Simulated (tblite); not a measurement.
# C6H11NSi: the cost of one run

Programs: tblite 0.8.0 and PySCF 2.14.0, with density-fitted response routines of our own. Each step states its level of theory. These are calculated values for one molecule in the gas phase, unless marked as measured. Atoms are numbered from 0 throughout.

## (1) Starting geometry

19 atoms, charge 0, multiplicity 1; geometry from: force field or distance geometry start.

Bonds of the start (Å): C0–C1 1.34, C1–Si2 1.85, C1–C3 1.48, C3–N4 1.30, N4–C5 1.47, C5–C6 1.50, C6–C7 1.50, C7–C5 1.49, C0–H8 1.08, C0–H9 1.10, Si2–H10 1.48, Si2–H11 1.49, Si2–H12 1.48, C3–H13 1.10, C5–H14 1.09, C6–H15 1.09, C6–H16 1.08, C7–H17 1.08, C7–H18 1.09.

## (2) Relaxing the molecule with GFN2-xTB

The job: settings as JSON, then the geometry in Å.

```
{"job": {"kind": "relax", "xc": "GFN2-xTB", "basis": "xTB"}, "charge": 0, "multiplicity": 1}
C      2.323800     1.972700     0.279900
C      1.770200     0.752500     0.178000
Si     2.722400    -0.787700    -0.186000
C      0.308400     0.655000     0.400000
N     -0.363600    -0.457200     0.366000
C     -1.806200    -0.330100     0.602700
C     -2.661000    -1.427100     0.050500
C     -2.681900    -0.064900    -0.573900
H      3.384700     2.141100     0.135000
H      1.718300     2.856900     0.510100
H      2.657300    -1.758700     0.931100
H      2.263100    -1.412400    -1.459700
H      4.142800    -0.431100    -0.363900
H     -0.204800     1.599700     0.623400
H     -2.097400     0.085900     1.571300
H     -3.521500    -1.739400     0.650800
H     -2.171000    -2.230300    -0.480400
H     -2.225800     0.036700    -1.551000
H     -3.567500     0.547600    -0.420500
```

Started as:

```console
$ OMP_NUM_THREADS=1 python probes_run.py task.json out
```

This one command runs all jobs of the session in turn.

Q: Estimate the wall time and peak memory of this first job on 1 thread of Intel Xeon at 2.50GHz, shared host.

About 3.2 s, with a peak of 0.18 GiB.
